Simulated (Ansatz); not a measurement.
# LaLuAs2: a single-point run

The task is a single-point run on LaLuAs2. The structure is shown as the input types it. The cell is built on a prototype (ordering on rocksalt) and needn't be the phase found in nature.

Computed with Ansatz 0.2.0 (density functional or hybrid calculation with the settings of its input, plane waves (as first typed), unless a step's input says otherwise).

2 further runs of the same task are left out: 1 for a known fault of the program, 1 that didn't finish.

### 1 The starting structure

Symmetry: P4/mmm, No. 123, tetragonal system. The conventional cell has a = 4.223 Å, b = 4.223 Å, c = 5.952 Å, α = 90.00°, β = 90.00°, γ = 90.00°. La (site symmetry 4/mmm) has 6 As at 2.98 to 2.99 Å as nearest neighbours. As (site symmetry 4/mmm) has 2 La at 2.98 Å and 4 Lu at 2.99 Å as nearest neighbours. Lu (site symmetry 4/mmm) has 6 As at 2.98 to 2.99 Å as nearest neighbours. As (site symmetry 4/mmm) has 2 Lu at 2.98 Å and 4 La at 2.99 Å as nearest neighbours.

Coordinates:

```
La As Lu
1.0
     4.22326    0.00000    0.00000
     0.00000    4.22326    0.00000
     0.00000    0.00000    5.95210
La As Lu
1 2 1
Direct
  0.00000 0.00000 0.00000
  0.00000 0.00000 0.50000
  0.50000 0.50000 0.00000
  0.50000 0.50000 0.50000
```

### 2 The calculation

Input file input.yaml:

```yaml
crystal:
  lattice:
    - [4.2232600509, 0.0, 0.0]
    - [0.0, 4.2232600509, 0.0]
    - [0.0, 0.0, 5.9521047204]
  atoms:
    - { symbol: La, position: [0.0, 0.0, 0.0] }
    - { symbol: As, position: [0.0, 0.0, 0.5] }
    - { symbol: Lu, position: [0.5, 0.5, 0.5] }
    - { symbol: As, position: [0.5, 0.5, 0.0] }
kpoints:
  mp_grid: { grid: [4, 4, 4] }
hamiltonian:
  xc: pbesol
scf:
  occupations: { method: fermi_dirac, width: 0.02 }
  n_extra_bands: 5
  convergence: { dr2_threshold: 0.01 }
  max_iter: 80
output:
  forces: true
  stress: true
  eigenvalues: true
```

On the command line:

```console
$ ansatz run input.yaml --threads 4 --pin off --max-ram 3686MiB --backend cpu --events-out ev --progress --plain --runs-dir out
```

**Question.** How will this run end, and is anything wrong with its input?

The run converged and reported no error, with warnings (force scf threshold loose, stress scf threshold loose). Its log warns: «scf.convergence.dr2_threshold = 1e-2 eV is looser than this run's default, which is 1e-7 eV or tighter. The error in the forces grows as the threshold's square root ...»

In the input, scf.convergence.dr2_threshold is 0.01. The threshold is looser than the default, so the loop may stop short of self-consistency.

Run again and compare: delete scf.convergence.dr2_threshold (the default then holds).
